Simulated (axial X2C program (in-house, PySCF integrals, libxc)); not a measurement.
# A two-component session on PdCa⁺: EOM-IP-CCSD levels

Aim: EOM-IP-CCSD levels of PdCa⁺, with spin–orbit coupling in the Hamiltonian from the start.

The runs use an in-house X2C program for linear molecules on PySCF integrals; two-component X2C with atomic mean-field terms, Pd dyall-cv3z, Ca dyall-cv3z.

All values are calculated.

## (1) The job

Input file task.json:

```json
{"zs": [46, 20], "q": 1, "bas": ["dyall-cv3z", "dyall-cv3z"], "r0": 2.91, "eom": "ip", "rq": 0, "thr": -2.0, "nmax": 95, "grid": [1, 0.96, 1.045, 0.92, 1.09, 1.15]}
```

Keys: zs atomic numbers; q charge; bas basis sets; r0 starting distance in Å; eom kind of EOM run; thr threshold in hartree for freezing inner shells (an s shell follows its p shell); nmax most natural virtual spinors; grid distances as factors.

On the command line:

```bash
> python soeom.py task.json out
```

Further steps of the session: EOM-IP-CCSD at 2.356 Å.

What does the calculation give? Wanted: next root; T1 of the reference; lowest state, Re and ωe.

The runs gave:

| quantity | value |
| --- | --- |
| lowest root at 2.356 Å | Ω = 1/2, 6.179 eV |
| next root | Ω = 5/2, about 13780 cm⁻¹ higher |
| T1 of the reference | 0.034 |
| lowest state, Re and ωe | 2.459 Å, 229.0 cm⁻¹ |

**Reading.** The first ionisation of PdCa costs 6.18 eV and empties a spinor of 61% Ca sσ, 29% Pd sσ, 7% Pd pσ. Errors of 0.1 to 0.3 eV are usual at this size, and roots led by higher excitations are left out, so the list is incomplete, and low states of that kind can be missing. The reference has multireference character, which lowers the reliability. The bond is 0.036 Å longer than in the closed-shell reference at CCSD (2.423 Å).
